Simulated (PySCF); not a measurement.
# C2H9NSi2: electronic excitations at several levels of theory

Aim: compute the electronic excitations of C2H9NSi2 (`C=C[SiH2]N[SiH3]`) at several levels, and see how far they spread and what each costs.

Programs: PySCF 2.14.0, with density-fitted response routines of our own. Each step states its level of theory. These are calculated values for one molecule in the gas phase, unless marked as measured. Atoms are numbered from 0 throughout.

## Step 1: Starting geometry

14 atoms, charge 0, multiplicity 1; geometry from: GFN2-xTB. The atoms were then displaced at random by about 0.01 Å, so the start is not that level's minimum.

Bonds of the start (Å): C0–C1 1.33, C1–Si2 1.87, Si2–N3 1.76, N3–Si4 1.70, C0–H5 1.10, C0–H6 1.06, C1–H7 1.08, Si2–H8 1.48, Si2–H9 1.46, N3–H10 1.04, Si4–H11 1.48, Si4–H12 1.44, Si4–H13 1.48.

## Step 2: Optimising the geometry at PBE0-D3(BJ)/def2-SVP

The job: settings as JSON, then the geometry in Å.

```
{"job": {"xc": "PBE0", "basis": "def2-SVP", "d3": "d3bj", "grid": 1, "shake": 0.01, "kind": "geom"}, "charge": 0, "multiplicity": 1}
C     -2.493420    -0.417100     0.122130
C     -1.890520     0.273590    -0.836500
Si    -0.037930     0.447460    -1.019550
N      0.740690     0.021630     0.497700
Si     2.374230    -0.268700     0.849310
H     -3.594020    -0.467800     0.162600
H     -1.963850    -0.900210     0.902400
H     -2.466390     0.767210    -1.603440
H      0.292800     1.842980    -1.372630
H      0.509460    -0.474810    -2.008700
H      0.118670     0.192250     1.314780
H      3.168710     0.977310     0.802850
H      2.852500    -1.206140    -0.134390
H      2.381910    -0.802760     2.226080
```

The run is started by

```console
$ OMP_NUM_THREADS=1 python probes_run.py task.json out
```

One launch serves the whole session: the jobs run in the order shown.

What it wrote:

```text
step   0  E = -714.68427751  max force = 0.046089
step   1  E = -714.69213731  max force = 0.006000
step   2  E = -714.69254394  max force = 0.002650
step   3  E = -714.69272934  max force = 0.003173
step   4  E = -714.69293695  max force = 0.002348
step   5  E = -714.69327747  max force = 0.003326
step   6  E = -714.69347162  max force = 0.002492
step   7  E = -714.69357178  max force = 0.000952
step   8  E = -714.69360605  max force = 0.000875
step   9  E = -714.69364709  max force = 0.001549
step  10  E = -714.69369135  max force = 0.001407
step  11  E = -714.69374616  max force = 0.000643
step  12  E = -714.69377066  max force = 0.000294
step  13  E = -714.69378617  max force = 0.000246
step  14  E = -714.69381699  max force = 0.000466
step  15  E = -714.69386395  max force = 0.000756
step  16  E = -714.69386437  max force = 0.000354
optimisation converged
```

It took 91 s on 1 thread of Arm Neoverse V1, shared host; peak memory 0.52 GiB.

Along the way:

```csv
step,energy from step 0 (eV),largest force component (eV/Å)
0,0.0000,2.3700
1,-0.2139,0.3085
2,-0.2249,0.1363
3,-0.2300,0.1632
4,-0.2356,0.1207
5,-0.2449,0.1710
6,-0.2502,0.1281
7,-0.2529,0.0490
8,-0.2538,0.0450
9,-0.2550,0.0797
10,-0.2562,0.0724
11,-0.2577,0.0331
12,-0.2583,0.0151
13,-0.2587,0.0126
14,-0.2596,0.0240
15,-0.2609,0.0389
16,-0.2609,0.0182
```

Distances of close pairs at the start and the end, largest changes first:

```
   bond  before (Å)  after (Å)  change (Å)
Si4–H12       1.441      1.492      +0.052
 N3–Si4       1.696      1.739      +0.043
  C0–H6       1.060      1.097      +0.037
 Si2–H9       1.459      1.495      +0.036
 N3–H10       1.041      1.017      -0.024
Si4–H13       1.477      1.497      +0.021
 Si2–H8       1.477      1.498      +0.021
  C1–H7       1.079      1.099      +0.020
```

The next job starts from the end point, and lists it.

```
                         at the end point                value
  point group (found at 0.08 Å tolerance)                   C1
rotational constants (GHz, main isotopes)  5.315, 1.651, 1.369
                        dipole moment (D)                 1.07
```

## Step 3: Excited states and response: PBE0/def2-SVP

The job: settings as JSON, then the geometry in Å.

```
{"job": {"kind": "uv", "xc": "PBE0", "basis": "def2-SVP"}, "charge": 0, "multiplicity": 1}
C     -2.201720    -0.521103     0.181101
C     -1.746600     0.044390    -0.942609
Si    -0.025049     0.764183    -1.071446
N      0.824360     0.655177     0.446558
Si     2.013283    -0.510870     0.948652
H     -3.212427    -0.936256     0.264206
H     -1.568529    -0.593804     1.073669
H     -2.418191     0.096331    -1.810822
H     -0.132746     2.198559    -1.488042
H      0.771281     0.030833    -2.101860
H      0.594132     1.376743     1.125103
H      3.386202     0.072886     1.083383
H      2.049572    -1.586733    -0.084600
H      1.657971    -1.105366     2.276129
```

With the program's defaults for keys left out, this is: TDDFT PBE0/def2-SVP, vertical, gas phase, core orbitals frozen in the response.

What it wrote:

```text
coarse grid: 12064 points
cycle   1  E = -714.5474389556  dE =  9.779e-02  |g| = 4.531e-01  |ddm| = 3.513e+00
cycle   2  E = -714.5121540839  dE =  3.528e-02  |g| = 5.935e-01  |ddm| = 9.480e-01
cycle   3  E = -714.5945860728  dE = -8.243e-02  |g| = 6.824e-02  |ddm| = 5.926e-01
cycle   4  E = -714.5956479348  dE = -1.062e-03  |g| = 2.420e-02  |ddm| = 8.919e-02
cycle   5  E = -714.5958087396  dE = -1.608e-04  |g| = 3.339e-03  |ddm| = 2.696e-02
cycle   6  E = -714.5958120956  dE = -3.356e-06  |g| = 1.075e-03  |ddm| = 5.327e-03
final grid: 105608 points
cycle   7  E = -714.6827292157  dE = -1.065e-05  |g| = 6.439e-03  |ddm| = 1.862e-02
cycle   8  E = -714.6827214063  dE =  7.809e-06  |g| = 8.656e-03  |ddm| = 1.384e-02
cycle   9  E = -714.6827396409  dE = -1.823e-05  |g| = 9.061e-04  |ddm| = 8.086e-03
cycle  10  E = -714.6827398571  dE = -2.162e-07  |g| = 1.138e-04  |ddm| = 8.983e-04
cycle  11  E = -714.6827398596  dE = -2.516e-09  |g| = 7.398e-05  |ddm| = 1.872e-04
cycle  12  E = -714.6827398610  dE = -1.393e-09  |g| = 1.479e-05  |ddm| = 7.622e-05
cycle  13  E = -714.6827398610  dE = -5.775e-11  |g| = 1.475e-06  |ddm| = 1.847e-05
converged SCF energy = -714.6827398610

Static polarisability (au): isotropic 74.405, principal 57.570 81.695 83.949

Singlet excitations
state   eV       nm        f      main configurations
  1   5.9367    208.8   0.00256   H->L 0.96
  2   6.4539    192.1   0.00496   H->L+1 0.98
  3   7.1711    172.9   0.01596   H-2->L 0.87
  4   7.2279    171.5   0.08082   H-1->L+1 0.66, H-1->L 0.27
  5   7.3688    168.3   0.26620   H-1->L 0.59, H-1->L+1 0.31
  6   7.8113    158.7   0.00373   H->L+2 0.95
  7   8.1850    151.5   0.00710   H->L+3 0.49, H-2->L+1 0.23, H->L+4 0.10
  8   8.2817    149.7   0.02527   H-3->L 0.73, H->L+4 0.14
  9   8.4001    147.6   0.15971   H->L+4 0.48, H->L+3 0.26, H-3->L 0.09
 10   8.4558    146.6   0.01274   H-2->L+1 0.56, H->L+3 0.12, H->L+4 0.12

Triplet excitations (Tamm-Dancoff, eV): 4.2036 5.6197 6.0421 6.7432
```

Run time: 12 s. Hardware: 1 thread of Arm Neoverse V1, shared host; peak memory 0.63 GiB.

Frontier orbitals and where they lie:

```
orbital     eV                         atoms
 HOMO−3  -9.41  Si4 27 %, H12 21 %, Si2 13 %
 HOMO−2  -9.01    C1 25 %, Si2 20 %, C0 10 %
 HOMO−1  -7.81      C0 43 %, C1 40 %, H9 6 %
   HOMO  -7.36      N3 57 %, C1 8 %, H11 8 %
   LUMO  -0.21    C0 44 %, C1 34 %, Si2 10 %
 LUMO+1   0.58  Si4 39 %, Si2 24 %, H10 13 %
 LUMO+2   1.91  Si4 53 %, H12 14 %, H13 10 %
```

With each of the 10 states as a Gaussian band of 0.4 eV half-width at 1/e, the curve within the window shown has maxima at 169 nm (ε 14,000), 148 nm (ε 8,200) L/(mol cm). Beyond the last state computed it falls off for lack of states. The curve at chosen wavelengths:

| nm | ε (L/mol/cm) |
| --- | --- |
| 142 | 3516 |
| 146 | 7340 |
| 149 | 8115 |
| 153 | 5851 |
| 156 | 4288 |
| 160 | 5576 |
| 164 | 10221 |
| 167 | 13399 |
| 171 | 13991 |
| 174 | 11600 |
| 178 | 6999 |
| 182 | 3317 |
| 185 | 1701 |
| 189 | 695 |
| 192 | 409 |
| 196 | 269 |
| 200 | 213 |
| 203 | 187 |
| 207 | 157 |
| 210 | 136 |
| 214 | 107 |
| 218 | 78 |
| 221 | 58 |
| 225 | 36 |
| 228 | 24 |
| 232 | 12 |

Ground-state properties from the same run:

```csv
property,computed
dipole moment (D),1.07
polarisability (Å³),11.03
HOMO–LUMO gap (eV),7.15
−ε(HOMO) (eV),7.36
```

## Step 4: TDDFT and polarisability: PBE0/def2-TZVP

The job, as its differences from that of step 3:

```diff
@@ -1,2 +1,2 @@
-{"job": {"kind": "uv", "xc": "PBE0", "basis": "def2-SVP"}, "charge": 0, "multiplicity": 1}
+{"job": {"kind": "uv", "xc": "PBE0", "basis": "def2-TZVP"}, "charge": 0, "multiplicity": 1}
 C     -2.201720    -0.521103     0.181101
```

Level: TDDFT PBE0/def2-TZVP, vertical, gas phase, core orbitals frozen in the response.

What it wrote:

```text
coarse grid: 12064 points
cycle   1  E = -714.9933941268  dE =  1.083e-01  |g| = 5.063e-01  |ddm| = 2.665e+00
cycle   2  E = -714.9462839120  dE =  4.711e-02  |g| = 6.752e-01  |ddm| = 7.640e-01
cycle   3  E = -715.0478645096  dE = -1.016e-01  |g| = 7.902e-02  |ddm| = 4.986e-01
cycle   4  E = -715.0490762437  dE = -1.212e-03  |g| = 3.091e-02  |ddm| = 6.967e-02
cycle   5  E = -715.0493130612  dE = -2.368e-04  |g| = 5.471e-03  |ddm| = 2.381e-02
cycle   6  E = -715.0493200310  dE = -6.970e-06  |g| = 1.016e-03  |ddm| = 4.807e-03
final grid: 105608 points
cycle   7  E = -715.0402820571  dE = -2.902e-05  |g| = 7.167e-03  |ddm| = 3.338e-02
cycle   8  E = -715.0402730499  dE =  9.007e-06  |g| = 9.534e-03  |ddm| = 1.063e-02
cycle   9  E = -715.0402933319  dE = -2.028e-05  |g| = 9.670e-04  |ddm| = 6.125e-03
cycle  10  E = -715.0402935433  dE = -2.115e-07  |g| = 2.326e-04  |ddm| = 7.719e-04
cycle  11  E = -715.0402935568  dE = -1.343e-08  |g| = 6.226e-05  |ddm| = 1.932e-04
cycle  12  E = -715.0402935575  dE = -7.325e-10  |g| = 3.537e-05  |ddm| = 6.150e-05
cycle  13  E = -715.0402935578  dE = -3.200e-10  |g| = 4.673e-06  |ddm| = 2.256e-05
converged SCF energy = -715.0402935578

Static polarisability (au): isotropic 82.564, principal 66.220 89.517 91.955

Singlet excitations
state   eV       nm        f      main configurations
  1   5.8464    212.1   0.00194   H->L 0.95
  2   6.1092    202.9   0.00658   H->L+1 0.98
  3   6.8446    181.1   0.01096   H-1->L+1 0.89
  4   7.0034    177.0   0.03625   H-2->L 0.81, H-1->L 0.09
  5   7.0954    174.7   0.29902   H-1->L 0.74, H-2->L 0.10
  6   7.4903    165.5   0.00475   H->L+2 0.89
  7   7.7083    160.8   0.00569   H->L+3 0.74, H-2->L+1 0.17
  8   7.9016    156.9   0.02838   H->L+4 0.41, H-2->L+1 0.16, H->L+6 0.16
  9   7.9333    156.3   0.03946   H->L+5 0.34, H-2->L+1 0.18, H->L+3 0.13
 10   7.9904    155.2   0.04133   H->L+5 0.41, H->L+4 0.27, H-2->L+1 0.23

Triplet excitations (Tamm-Dancoff, eV): 4.1811 5.5270 5.7535 6.6038
```

It took 29 s on 1 thread of Arm Neoverse V1, shared host; peak memory 0.89 GiB.

This run: HOMO -7.47 eV, LUMO -0.41 eV; lowest singlet 5.85 eV.

## Step 5: Ultraviolet spectrum: PBE0/aug-cc-pVDZ

The job, as its differences from that of step 4:

```diff
@@ -1,2 +1,2 @@
-{"job": {"kind": "uv", "xc": "PBE0", "basis": "def2-TZVP"}, "charge": 0, "multiplicity": 1}
+{"job": {"kind": "uv", "xc": "PBE0", "basis": "aug-cc-pVDZ"}, "charge": 0, "multiplicity": 1}
 C     -2.201720    -0.521103     0.181101
```

With the program's defaults for keys left out, this is: TDDFT PBE0/aug-cc-pVDZ, vertical, gas phase, core orbitals frozen in the response.

What it wrote:

```text
coarse grid: 12064 points
cycle   1  E = -714.9027074414  dE =  1.700e-01  |g| = 4.702e-01  |ddm| = 9.051e+00
cycle   2  E = -714.8561979832  dE =  4.651e-02  |g| = 6.416e-01  |ddm| = 2.265e+00
cycle   3  E = -714.9535376143  dE = -9.734e-02  |g| = 7.176e-02  |ddm| = 1.198e+00
cycle   4  E = -714.9547164236  dE = -1.179e-03  |g| = 2.613e-02  |ddm| = 2.121e-01
cycle   5  E = -714.9549036100  dE = -1.872e-04  |g| = 4.151e-03  |ddm| = 8.023e-02
cycle   6  E = -714.9549087692  dE = -5.159e-06  |g| = 1.424e-03  |ddm| = 1.359e-02
final grid: 105608 points
cycle   7  E = -714.9704506742  dE = -1.470e-05  |g| = 7.014e-03  |ddm| = 1.304e-01
cycle   8  E = -714.9704395680  dE =  1.111e-05  |g| = 9.766e-03  |ddm| = 3.825e-02
cycle   9  E = -714.9704632057  dE = -2.364e-05  |g| = 1.027e-03  |ddm| = 1.963e-02
cycle  10  E = -714.9704634806  dE = -2.749e-07  |g| = 1.599e-04  |ddm| = 2.401e-03
cycle  11  E = -714.9704634867  dE = -6.134e-09  |g| = 8.063e-05  |ddm| = 4.452e-04
cycle  12  E = -714.9704634883  dE = -1.556e-09  |g| = 2.542e-05  |ddm| = 1.792e-04
cycle  13  E = -714.9704634885  dE = -1.716e-10  |g| = 2.927e-06  |ddm| = 6.063e-05
converged SCF energy = -714.9704634885

Static polarisability (au): isotropic 88.399, principal 73.029 94.450 97.717

Singlet excitations
state   eV       nm        f      main configurations
  1   5.7529    215.5   0.00121   H->L 0.95
  2   5.7660    215.0   0.00430   H->L+1 0.94
  3   6.4983    190.8   0.00774   H-1->L+1 0.95
  4   6.6415    186.7   0.03813   H->L+2 0.83, H->L+3 0.11
  5   6.8683    180.5   0.05506   H->L+3 0.77, H->L+2 0.09
  6   6.9360    178.8   0.26247   H-1->L 0.67, H->L+5 0.13
  7   6.9824    177.6   0.00542   H-2->L 0.55, H->L+5 0.29
  8   7.0293    176.4   0.01417   H-1->L+2 0.49, H-1->L+3 0.22, H->L+5 0.11
  9   7.0635    175.5   0.00936   H->L+4 0.56, H-2->L 0.11, H-1->L+2 0.11
 10   7.0968    174.7   0.03344   H->L+5 0.33, H->L+4 0.29, H-2->L 0.17

Triplet excitations (Tamm-Dancoff, eV): 4.1933 5.4672 5.4881 6.4004
```

It took 27 s on 1 thread of Arm Neoverse V1, shared host; peak memory 0.86 GiB.

This run: HOMO -7.38 eV, LUMO -0.46 eV; lowest singlet 5.75 eV.

## Step 6: TDDFT and polarisability: PBE0/def2-TZVPD

The job, as its differences from that of step 5:

```diff
@@ -1,2 +1,2 @@
-{"job": {"kind": "uv", "xc": "PBE0", "basis": "aug-cc-pVDZ"}, "charge": 0, "multiplicity": 1}
+{"job": {"kind": "uv", "xc": "PBE0", "basis": "def2-TZVPD"}, "charge": 0, "multiplicity": 1}
 C     -2.201720    -0.521103     0.181101
```

Method: TDDFT PBE0/def2-TZVPD, vertical, gas phase, core orbitals frozen in the response.

What it wrote:

```text
coarse grid: 12064 points
cycle   1  E = -714.9948345772  dE =  1.080e-01  |g| = 5.053e-01  |ddm| = 3.110e+00
cycle   2  E = -714.9460583290  dE =  4.878e-02  |g| = 6.790e-01  |ddm| = 9.341e-01
cycle   3  E = -715.0490703560  dE = -1.030e-01  |g| = 7.977e-02  |ddm| = 5.134e-01
cycle   4  E = -715.0503061402  dE = -1.236e-03  |g| = 3.124e-02  |ddm| = 8.837e-02
cycle   5  E = -715.0505481809  dE = -2.420e-04  |g| = 5.638e-03  |ddm| = 3.066e-02
cycle   6  E = -715.0505555817  dE = -7.401e-06  |g| = 1.032e-03  |ddm| = 7.423e-03
final grid: 105608 points
cycle   7  E = -715.0415199934  dE = -3.215e-05  |g| = 7.171e-03  |ddm| = 1.467e-01
cycle   8  E = -715.0415107742  dE =  9.219e-06  |g| = 9.581e-03  |ddm| = 1.260e-02
cycle   9  E = -715.0415312958  dE = -2.052e-05  |g| = 9.764e-04  |ddm| = 6.798e-03
cycle  10  E = -715.0415315107  dE = -2.149e-07  |g| = 2.435e-04  |ddm| = 9.901e-04
cycle  11  E = -715.0415315255  dE = -1.479e-08  |g| = 6.264e-05  |ddm| = 2.994e-04
cycle  12  E = -715.0415315262  dE = -7.436e-10  |g| = 3.601e-05  |ddm| = 7.545e-05
cycle  13  E = -715.0415315266  dE = -3.320e-10  |g| = 5.106e-06  |ddm| = 2.791e-05
converged SCF energy = -715.0415315266

Static polarisability (au): isotropic 87.540, principal 72.287 93.507 96.826

Singlet excitations
state   eV       nm        f      main configurations
  1   5.8101    213.4   0.00166   H->L 0.95
  2   5.9321    209.0   0.00444   H->L+1 0.97
  3   6.6177    187.4   0.00574   H-1->L+1 0.94
  4   6.9432    178.6   0.11710   H->L+2 0.51, H-2->L 0.28, H-1->L 0.11
  5   6.9671    178.0   0.02085   H->L+2 0.42, H-2->L 0.33, H-1->L 0.17
  6   7.0096    176.9   0.22726   H-1->L 0.55, H-2->L 0.28
  7   7.2388    171.3   0.01515   H->L+4 0.64, H->L+5 0.14, H->L+3 0.08
  8   7.2601    170.8   0.03679   H->L+3 0.74, H->L+4 0.10
  9   7.3560    168.5   0.02407   H-1->L+2 0.46, H-1->L+3 0.42
 10   7.4740    165.9   0.01082   H->L+5 0.43, H->L+7 0.17, H-2->L+1 0.14

Triplet excitations (Tamm-Dancoff, eV): 4.1754 5.4988 5.6243 6.5052
```

Run time: 43 s. Hardware: 1 thread of Arm Neoverse V1, shared host; peak memory 1.1 GiB.

In short: HOMO -7.49 eV, LUMO -0.48 eV; lowest singlet 5.81 eV.

## Step 7: Ultraviolet spectrum: PBE0/6-31+G*

The job, as its differences from that of step 6:

```diff
@@ -1,2 +1,2 @@
-{"job": {"kind": "uv", "xc": "PBE0", "basis": "def2-TZVPD"}, "charge": 0, "multiplicity": 1}
+{"job": {"kind": "uv", "xc": "PBE0", "basis": "6-31+G*"}, "charge": 0, "multiplicity": 1}
 C     -2.201720    -0.521103     0.181101
```

With the program's defaults for keys left out, this is: TDDFT PBE0/6-31+G*, vertical, gas phase, core orbitals frozen in the response.

What it wrote:

```text
coarse grid: 12064 points
cycle   1  E = -714.9327612059  dE =  1.386e-01  |g| = 4.663e-01  |ddm| = 3.690e+00
cycle   2  E = -714.8905321756  dE =  4.223e-02  |g| = 6.244e-01  |ddm| = 1.454e+00
cycle   3  E = -714.9837176275  dE = -9.319e-02  |g| = 6.898e-02  |ddm| = 8.836e-01
cycle   4  E = -714.9847732686  dE = -1.056e-03  |g| = 2.554e-02  |ddm| = 1.259e-01
cycle   5  E = -714.9849529334  dE = -1.797e-04  |g| = 3.323e-03  |ddm| = 4.005e-02
cycle   6  E = -714.9849564016  dE = -3.468e-06  |g| = 9.502e-04  |ddm| = 1.091e-02
final grid: 105608 points
cycle   7  E = -714.9267073320  dE = -1.117e-05  |g| = 6.961e-03  |ddm| = 4.387e-02
cycle   8  E = -714.9266979687  dE =  9.363e-06  |g| = 9.447e-03  |ddm| = 1.878e-02
cycle   9  E = -714.9267196607  dE = -2.169e-05  |g| = 9.167e-04  |ddm| = 1.130e-02
cycle  10  E = -714.9267198819  dE = -2.211e-07  |g| = 1.261e-04  |ddm| = 1.219e-03
cycle  11  E = -714.9267198855  dE = -3.637e-09  |g| = 5.473e-05  |ddm| = 3.740e-04
cycle  12  E = -714.9267198862  dE = -6.370e-10  |g| = 2.672e-05  |ddm| = 9.665e-05
converged SCF energy = -714.9267198862

Static polarisability (au): isotropic 79.194, principal 64.001 85.280 88.301

Singlet excitations
state   eV       nm        f      main configurations
  1   5.8409    212.3   0.00515   H->L+1 0.97
  2   5.8723    211.1   0.00165   H->L 0.96
  3   6.5210    190.1   0.00742   H-1->L+1 0.96
  4   6.8807    180.2   0.03920   H->L+2 0.87, H->L+3 0.08
  5   7.0237    176.5   0.30098   H-1->L 0.73, H->L+3 0.09
  6   7.1181    174.2   0.02424   H-2->L 0.46, H->L+3 0.43
  7   7.1251    174.0   0.06626   H-2->L 0.34, H->L+3 0.29, H-1->L 0.14
  8   7.2165    171.8   0.02547   H-1->L+2 0.56, H-1->L+3 0.28
  9   7.3175    169.4   0.00113   H->L+4 0.91
 10   7.4205    167.1   0.00347   H->L+6 0.62, H->L+5 0.25

Triplet excitations (Tamm-Dancoff, eV): 4.1856 5.5545 5.5977 6.4359
```

Wall time 12 s (1 thread of Arm Neoverse V1, shared host); peak memory 0.65 GiB.

This run: HOMO -7.42 eV, LUMO -0.37 eV; lowest singlet 5.84 eV.

## Step 8: Run by run: electronic excitations

Excitations and ground-state properties, with basis size and wall time:

| run | lowest singlet (eV) | brightest (eV) | f | gap (eV) | α (Å³) | μ (D) | functions | time |
| --- | --- | --- | --- | --- | --- | --- | --- | --- |
| PBE0/def2-SVP | 5.94 | 7.37 | 0.266 | 7.15 | 11.03 | 1.07 | 123 | 12 s |
| PBE0/def2-TZVP | 5.85 | 7.10 | 0.299 | 7.06 | 12.23 | 1.11 | 221 | 29 s |
| PBE0/aug-cc-pVDZ | 5.75 | 6.94 | 0.262 | 6.93 | 13.10 | 1.01 | 204 | 27 s |
| PBE0/def2-TZVPD | 5.81 | 7.01 | 0.227 | 7.01 | 12.97 | 1.06 | 278 | 43 s |
| PBE0/6-31+G* | 5.84 | 7.02 | 0.301 | 7.05 | 11.74 | 1.05 | 116 | 12 s |

## Step 9: What came out

| quantity | value |
| --- | --- |
| point group | C1 |
| rotational constants (main isotopes) | 5.32, 1.65, 1.37 GHz |
| lowest singlet (PBE0/def2-SVP) | 5.94 eV (209 nm), f = 0.003 |
| brightest single state of those computed | state 5, 7.37 eV, f = 0.266 |
| lowest triplet | 4.20 eV |
| range of the lowest singlet | 5.75 to 5.94 eV |

**Reading.** Single values in the summary come from the first run of each kind that ended normally (PBE0/def2-SVP), which need not be the best level. Over 16 steps the energy fell by 0.261 eV; of the close pairs, Si4–H12 changed most, 1.441 to 1.492 Å. No frequency check was run at this level, so the end point may be a saddle. The lowest singlet, at 5.94 eV, is HOMO→LUMO 0.96 and is weak; of the 10 states computed, the strongest absorption comes from state 5 at 7.37 eV. The lowest triplet lies 1.73 eV below the lowest singlet (triplets in Tamm-Dancoff, singlets in full TDDFT). States above −ε(HOMO) lie where TDDFT describes them poorly and they hang on the basis; the brightest is among them. The basis of PBE0/def2-SVP has no diffuse functions, so Rydberg states are missing and the high states are unreliable. The lowest singlet runs from 5.75 eV (PBE0/aug-cc-pVDZ) to 5.94 eV (PBE0/def2-SVP), while the orbital gap spans 6.93 to 7.15 eV. The lowest state need not be the same one in every run.
